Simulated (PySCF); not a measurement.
# B₂H₈N₂Si: excited states

Wanted: excited states for B₂H₈N₂Si (`NBBN[SiH3]`).

Programs: PySCF 2.14.0, with routines of our own; each step states its level. All values are computed. Atoms count from 0.

### 1 The starting structure

13 atoms, charge 0, multiplicity 1; geometry from: GFN2-xTB.

### 2 Optimising the geometry at PBE0-D3(BJ)/def2-SVP

The job: settings as JSON, then the geometry in Å.

```
{"job": {"xc": "PBE0", "basis": "def2-SVP", "d3": "d3bj", "grid": 1, "kind": "geom"}, "charge": 0, "multiplicity": 1}
N      2.042221     0.854437     0.031495
B      1.205081     0.300920    -0.928467
B      0.320015    -1.087253    -0.668191
N     -0.916340    -1.053953     0.009073
Si    -1.781815     0.258285     0.745666
H      2.596865     1.684461    -0.106927
H      2.170209     0.465072     0.951193
H      1.179768     0.889631    -1.955791
H      0.657741    -2.158586    -1.048612
H     -1.394078    -1.941305     0.105454
H     -3.199242     0.077172     0.406448
H     -1.265918     1.523355     0.233986
H     -1.618895     0.188250     2.206945
```

Launch:

```sh
> OMP_NUM_THREADS=1 python excited_run.py task.json out
```

The driver reads the jobs from task.json and runs them one after another.

The log of the run:

```text
step   0  E = -453.04883372  max force = 0.014860
step   1  E = -453.05244017  max force = 0.002756
step   2  E = -453.05253067  max force = 0.001249
step   3  E = -453.05258516  max force = 0.000463
step   4  E = -453.05259177  max force = 0.000272
optimisation converged
```

Wall time 14 s (1 thread of Arm Neoverse V2, shared host); peak memory 0.5 GiB.

Along the way:

```csv
step,energy from step 0 (eV),largest force component (eV/Å)
0,0.0000,0.7641
1,-0.0981,0.1417
2,-0.1006,0.0642
3,-0.1021,0.0238
4,-0.1023,0.0140
```

Distances of close pairs at the start and the end, largest changes first:

```csv
bond,before (Å),after (Å),change (Å)
B1–B2,1.667,1.704,+0.037
B1–H7,1.184,1.219,+0.034
B2–H8,1.186,1.220,+0.034
Si4–H11,1.459,1.489,+0.030
Si4–H10,1.469,1.495,+0.026
Si4–H12,1.472,1.497,+0.025
N3–Si4,1.736,1.756,+0.020
N0–B1,1.389,1.396,+0.007
```

The final coordinates are the input of the step that follows.

```csv
at the end point,value
point group (found at 0.08 Å tolerance),C1
"rotational constants (GHz, main isotopes)","6.596, 2.079, 1.721"
dipole moment (D),1.84
```

### 3 Excited states: TDA CAM-B3LYP/aug-cc-pVDZ

The job: settings as JSON, then the geometry in Å.

```
{"job": {"kind": "states", "xc": "CAM-B3LYP", "basis": "aug-cc-pVDZ", "tda": true, "soc": true, "nstates": 8, "ntriplets": 5, "nquad": 4}, "charge": 0, "multiplicity": 1}
N      2.061615     0.758859     0.214066
B      1.174727     0.250844    -0.736369
B      0.250227    -1.162536    -0.509190
N     -1.001769    -1.199555     0.146107
Si    -1.841105     0.161725     0.871696
H      2.639832     1.573658     0.051378
H      2.208339     0.344814     1.125759
H      1.126717     0.859188    -1.791331
H      0.653404    -2.228226    -0.945748
H     -1.462228    -2.103521     0.210658
H     -3.304867     0.050982     0.588896
H     -1.295511     1.416773     0.285624
H     -1.669749     0.197758     2.358048
```

With the program's defaults for keys left out, this is: TDA CAM-B3LYP/aug-cc-pVDZ excited states, vertical, gas phase, spin-orbit mean-field couplings.

The log of the run:

```text
coarse grid: 10880 points
cycle   1  E = -453.4459965525  dE =  2.644e-01  |g| = 4.450e-01  |ddm| = 9.306e+00
cycle   2  E = -453.4532734174  dE = -7.277e-03  |g| = 4.542e-01  |ddm| = 1.801e+00
cycle   3  E = -453.4968999175  dE = -4.363e-02  |g| = 6.180e-02  |ddm| = 7.234e-01
cycle   4  E = -453.4977915037  dE = -8.916e-04  |g| = 2.282e-02  |ddm| = 1.971e-01
cycle   5  E = -453.4979366451  dE = -1.451e-04  |g| = 4.925e-03  |ddm| = 7.920e-02
cycle   6  E = -453.4979416502  dE = -5.005e-06  |g| = 1.969e-03  |ddm| = 1.207e-02
final grid: 99304 points
cycle   7  E = -453.5155125842  dE = -9.987e-06  |g| = 5.268e-03  |ddm| = 1.037e-01
cycle   8  E = -453.5155096835  dE =  2.901e-06  |g| = 6.562e-03  |ddm| = 1.895e-02
cycle   9  E = -453.5155186089  dE = -8.925e-06  |g| = 1.229e-04  |ddm| = 9.292e-03
cycle  10  E = -453.5155186149  dE = -5.989e-09  |g| = 7.431e-05  |ddm| = 7.593e-04
cycle  11  E = -453.5155186163  dE = -1.330e-09  |g| = 3.045e-05  |ddm| = 2.179e-04
cycle  12  E = -453.5155186165  dE = -2.208e-10  |g| = 7.838e-06  |ddm| = 6.353e-05
converged SCF energy = -453.5155186165

Singlet excitations
state   eV       nm        f     d(h-e)  d(exc)  Lambda  PR(NTO)  |dmu|/D   mu/D   main configurations
  1   5.6925   217.8   0.00695   0.371   2.714   0.306   1.027    1.182    1.035   H->L 0.26, H->L+1 0.20, H->L+5 0.20
  2   6.0067   206.4   0.00341   0.380   2.936   0.294   1.051    1.072    1.001   H->L+1 0.26, H->L 0.17, H->L+4 0.14
  3   6.7681   183.2   0.00430   0.584   3.343   0.327   1.140    3.431    3.721   H-1->L+1 0.52, H-1->L 0.22
  4   6.8551   180.9   0.01745   0.663   3.375   0.291   1.299    3.748    2.728   H-2->L 0.58, H-2->L+1 0.10
  5   6.9403   178.6   0.03992   0.466   4.065   0.296   1.566                     H->L 0.35, H-2->L 0.11, H->L+3 0.09
  6   7.1922   172.4   0.00699   0.847   4.522   0.301   1.131                     H->L+1 0.39, H->L+4 0.17
  7   7.3328   169.1   0.15013   1.528   3.697   0.319   1.250                     H-1->L 0.42, H-1->L+1 0.14, H-1->L+3 0.10
  8   7.5044   165.2   0.02936   1.326   4.561   0.282   1.090                     H->L+3 0.32, H->L+5 0.30, H->L+2 0.20

Triplet excitations (Tamm-Dancoff)
state   eV     d(h-e)  d(exc)  Lambda  PR(NTO)   main configurations
  1   5.0276   0.325   2.464   0.311   1.020   H->L+5 0.22, H->L+1 0.21, H->L 0.15
  2   5.4007   0.286   2.582   0.290   1.030   H->L 0.14, H->L+1 0.14, H->L+4 0.14
  3   5.9914   1.258   2.657   0.332   1.014   H-1->L+5 0.24, H-1->L 0.19, H-1->L+3 0.12
  4   6.1479   1.145   2.467   0.297   1.015   H-2->L+1 0.22, H-2->L+4 0.17, H-2->L+9 0.11
  5   6.5088   0.467   3.164   0.325   1.122   H-1->L+1 0.47, H-1->L 0.19
S1 - T1 = 0.6649 eV

Spin-orbit couplings |<S|Hso|T>| (cm-1)
             T1       T2       T3       T4       T5
S0        5.032    4.857    1.678    1.154    9.242
S1        0.308    1.372    4.237    1.209    1.106
S2        1.849    0.291    0.722    2.952    4.206
S3        0.975    3.076    3.011    1.837    0.510
S4        1.821    1.189    2.166    2.568    1.104
S5        1.549    0.760    2.419    1.674    2.775
S6        2.195    2.805    0.736    0.280    3.518
S7        4.333    1.551    0.379    0.997    6.240
S8        0.775    1.182    0.819    0.113    0.673
T1 sublevels (cm-1): 0.000 0.001 0.003   radiative rates (1/s): 2.05 0.326 1.8
```

Run time: 22 s. Hardware: 1 thread of Arm Neoverse V2, shared host; peak memory 0.69 GiB.

From this job:

```csv
quantity,value
S1 less T1,0.66 eV
```

### 4 Summary of results

| quantity | value |
| --- | --- |
| point group | C1 |
| rotational constants (main isotopes) | 6.60, 2.08, 1.72 GHz |
| S1 less T1 (step 3, TDA CAM-B3LYP/aug-cc-pVDZ) | 0.66 eV |

What this shows: Relaxing lowered the energy by 0.102 eV in 4 steps; the close pair that moved most is B1–B2, from 1.667 to 1.704 Å. No frequency check was run at this level, so the end point may be a saddle. In step 3, the number of triplets below S1 is 2, and the largest singlet-triplet spin-orbit coupling is S0–T5, 9.24 cm⁻¹.
